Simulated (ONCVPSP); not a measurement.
# An ONCV potential for platinum, from input to tests

Do these settings give a usable potential? It is generated, then checked for transferability, scattering, ghosts and hardness.

The numbers are computed with ONCVPSP 4.0.1 (LDA (Perdew-Zunger), scalar-relativistic, spin-unpolarised reference atom).

### Step 1. Settings

Typed settings, in words:

```json
{
  "element": "platinum (Pt, Z = 78)",
  "type": "optimised norm-conserving Vanderbilt (ONCV)",
  "frozen core": "[Kr] 4d10 4f14 5s2",
  "valence charge": "16",
  "reference configuration": "5p6 5d9 6s1",
  "partial waves": "6s: rc 2.60 bohr, ncon 4, nbas 9, qcut 2.8 1/bohr, 1 projector; 5p: rc 1.55 bohr, ncon 4, nbas 7, qcut 6.9 1/bohr, 2 projectors, debl 0.4 Ha; 5d: rc 1.55 bohr, ncon 3, nbas 8, qcut 11.5 1/bohr, local",
  "local potential": "the d channel",
  "core correction": "Teter function, fcfact 5, rcfact 1.25"
}
```

An earlier all-electron run gives the scale for the radii.

All-electron outer shells of the reference configuration (LDA (Perdew-Zunger), scalar-relativistic, ld1.x):

| shell | level (eV) | outermost node (bohr) | outermost maximum (bohr) |
| --- | --- | --- | --- |
| 4f | -70.51 | – | 0.38 |
| 5p | -56.29 | 0.53 | 0.98 |
| 5d | -6.38 | 0.57 | 1.26 |
| 6s | -5.97 | 1.14 | 2.38 |
| 6p | -0.96 | 1.36 | 3.55 |

### Step 2. The generation run

The input, Pt.dat:

```
# ATOM AND REFERENCE CONFIGURATION
# atsym  z   nc   nv     iexc    psfile
  Pt 78.00   11    3        3      upf
#
#   n    l    f
    1    0    2.00
    2    0    2.00
    2    1    6.00
    3    0    2.00
    3    1    6.00
    3    2   10.00
    4    0    2.00
    4    1    6.00
    4    2   10.00
    4    3   14.00
    5    0    2.00
    5    1    6.00
    5    2    9.00
    6    0    1.00
#
# PSEUDOPOTENTIAL AND OPTIMIZATION
# lmax
    2
#
#   l,   rc,      ep,       ncon, nbas, qcut
    0    2.60    0.00    4    9    2.80
    1    1.55    0.00    4    7    6.90
    2    1.55    0.00    3    8   11.50
#
# LOCAL POTENTIAL
# lloc, lpopt,  rc(5),   dvloc0
    2    5    1.55    0.00
#
# VANDERBILT-KLEINMAN-BYLANDER PROJECTORs
# l, nproj, debl
    0    1    1.90
    1    2    0.40
    2    0    3.50
#
# MODEL CORE CHARGE
# icmod, fcfact, rcfact
    3    5.00    1.25
#
# LOG DERIVATIVE ANALYSIS
# epsh1, epsh2, depsh
   -4.00    5.00    0.02
#
# OUTPUT GRID
# rlmax, drl
    6.00    0.01
#
# TEST CONFIGURATIONS
# ncnf
    4
# nvcnf
#   n    l    f
    3
    5    1    6.00
    5    2    9.00
    6    0    0.00
#
    3
    5    1    6.00
    5    2    8.00
    6    0    0.00
#
    3
    5    1    6.00
    5    2    7.00
    6    0    0.00
#
    4
    5    1    6.00
    5    2    9.00
    6    0    0.00
    6    1    1.00
#
```

Run with:

```console
$ oncvpsp.x < Pt.dat > Pt.out
```

**Question.** What will these runs give? Wanted: cutoffs for 1 and 0.1 mHa per electron, occupied waves; bound ghosts; GHOST(+) flags; largest test error; largest phase difference near zero energy, channels read; rms error of d²Exc/dn², without and with the model core; projector energies reset by the program.

As calculated:

```
                                                quantity                                       value
  cutoffs for 1 and 0.1 mHa per electron, occupied waves                             20 Ha and 39 Ha
                                            bound ghosts                              s at -45.63 eV
                                          GHOST(+) flags                          none at low energy
                            largest test error (AE − PS)  -11 meV, for 5p6 5d8 6s0 (1 test unsolved)
largest phase difference near zero energy, channels read                                   0.000 rad
 rms error of d²Exc/dn², without and with the model core                           4.99 and 1.44 mHa
                 projector energies reset by the program                         p: -2.069, 0.250 Ha
```

In words: A bound ghost (s) makes it unfit for use: electrons can fall into a state that the atom doesn't have. By total energies transferability is good where solved: the largest error is 11 meV on 29.8 eV, for 5p6 5d8 6s0. Atomic tests can pass in spite of a ghost, since they solve only for the levels asked. Of the tests 1 gave no usable energy difference, which is a warning in itself. The potential is of middling hardness: the looser tolerance needs 20 Ha. At the looser tolerance the 5d wave is the slowest; 5p needs 14 Ha. Near zero energy the phases of the channels with partial waves that could be evaluated agree within 0.001 rad. The pseudo curves have a pole with no partner nearby in the atom's: s at -1.66 Ha. These are tests on the free atom; a crystal test is still owed.
